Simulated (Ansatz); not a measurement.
**SbSi: ladder of basis sets in Python**

How does the energy of SbSi converge with the basis? Wanted for SbSi: a ladder of basis sets.

Computed with Ansatz 0.2.0 through its Python package. The levels of theory stand in the script.

**1. Starting point**

Bond lengths: Si1–Sb2 2.480 Å.

The script holds or builds the structure itself.

**2. Script**

File run_basis.py:

```python
"""How the energy of SbSi converges with the basis."""

import logging
import sys

import ansatz as az

logging.basicConfig(stream=sys.stdout, format="%(levelname)s %(message)s")
logger = logging.getLogger("sbsi")
logger.setLevel(logging.INFO)

GEOMETRY = """
Si    0.00000    0.00000    0.00000
Sb    0.00000    0.00000    2.48000
"""


def main() -> None:
    geometry = az.Crystal.molecule()
    for line in GEOMETRY.strip().splitlines():
        symbol, *xyz = line.split()
        geometry = geometry.atom(symbol, [float(v) for v in xyz])

    model = (
        geometry.calculation()
        .functional("B3LYP")
        .spin("collinear", total=1)
    )

    energies = {}
    for basis in ["def2-SVP", "def2-SVPD", "def2-TZVP", "def2-TZVPP"]:
        summary = model.basis(gaussian=basis).run(threads=1, backend="cpu").report
        size = summary["n_frozen"] + summary["n_occupied"][0] + summary["n_virtual"][0]
        energies[basis] = (summary["reference_energy_ev"] / 27.211386246, summary["free_energy_ev"] / 27.211386246)
        logger.info(f"{basis:14s} {size:4d} orbitals  reference {energies[basis][0]:14.6f} Ha  total {energies[basis][1]:14.6f} Ha")

    last = energies["def2-TZVPP"][1]
    for basis, (_, total) in energies.items():
        logger.info(f"{basis:14s} lies {27.211386 * (total - last):9.4f} eV above def2-TZVPP")


if __name__ == "__main__":
    main()
```

**3. The input behind the calls**

The package turns the script's settings into the engine's input (first run):

```yaml
crystal:
  periodic: [false, false, false]
  atoms:
    - { symbol: Si, position_ang: [0.0, 0.0, 0.0] }
    - { symbol: Sb, position_ang: [0.0, 0.0, 2.48] }
basis:
  gaussian:
    orbitals: def2-SVP
hamiltonian:
  xc: b3lyp
magnetization:
  spin_polarized: true
  initial_magnetization: 1.0
```

**4. Running it**

Run with:

```console
$ python run_basis.py
```

The log of the run:

```text
INFO def2-SVP         44 orbitals  reference    -529.685482 Ha  total    -529.685482 Ha
INFO def2-SVPD        56 orbitals  reference    -529.687932 Ha  total    -529.687932 Ha
INFO def2-TZVP        87 orbitals  reference    -529.791484 Ha  total    -529.791484 Ha
INFO def2-TZVPP       92 orbitals  reference    -529.791518 Ha  total    -529.791518 Ha
INFO def2-SVP       lies    2.8854 eV above def2-TZVPP
INFO def2-SVPD      lies    2.8187 eV above def2-TZVPP
INFO def2-TZVP      lies    0.0009 eV above def2-TZVPP
INFO def2-TZVPP     lies    0.0000 eV above def2-TZVPP
```

It took 43 s on 1 thread of Arm Neoverse V1, shared host; peak memory 0.3 GiB.

**5. Inputs of later runs**

The engine's inputs for the other runs:

Run 2, against run 1:

```diff
@@ -8 +8 @@
-    orbitals: def2-SVP
+    orbitals: def2-SVPD
```

Run 3, against run 1:

```diff
@@ -8 +8 @@
-    orbitals: def2-SVP
+    orbitals: def2-TZVP
```

Run 4, against run 1:

```diff
@@ -8 +8 @@
-    orbitals: def2-SVP
+    orbitals: def2-TZVPP
```

**6. The engine's runs**

One row for each of the 4 runs:

```tsv
run	basis	energy (eV)	<S²>	SCF cycles	CPU time (s)
1	def2-SVP	-14413.4762	0.76	71	5.8
2	def2-SVPD	-14413.5429	0.76	68	7.8
3	def2-TZVP	-14416.3607	0.76	69	13
4	def2-TZVPP	-14416.3616	0.76	69	15
```

**7. Results**

```
                           quantity                      value
                      runs compared                          4
change of the total from set to set  -0.067, -2.818, -0.001 eV
```

Against def2-SVP: def2-SVPD -2.4 mHa, def2-TZVP -106.0 mHa and def2-TZVPP -106.0 mHa. The last step alone is -0.03 mHa (these two sets differ little on atoms other than hydrogen). From the first set to the last the time grows from 5.8 to 14.7 s. Reading the output:
- The drop along the ladder measures the basis error, and is no property of the molecule.
- The geometry is a force-field or estimated start, not a minimum of this method, and the last set is no limit. Much of the fall in a total is atomic energy, which cancels in bond and reaction energies.
- def2 sets replace the cores of elements past krypton by effective core potentials.
- The species is open-shell (spin multiplicity 2).
- b3lyp holds the VWN-RPA fit, as in Gaussian; the form of ORCA and Turbomole is b3lyp5.
- The spin state was assumed, and another may lie lower.
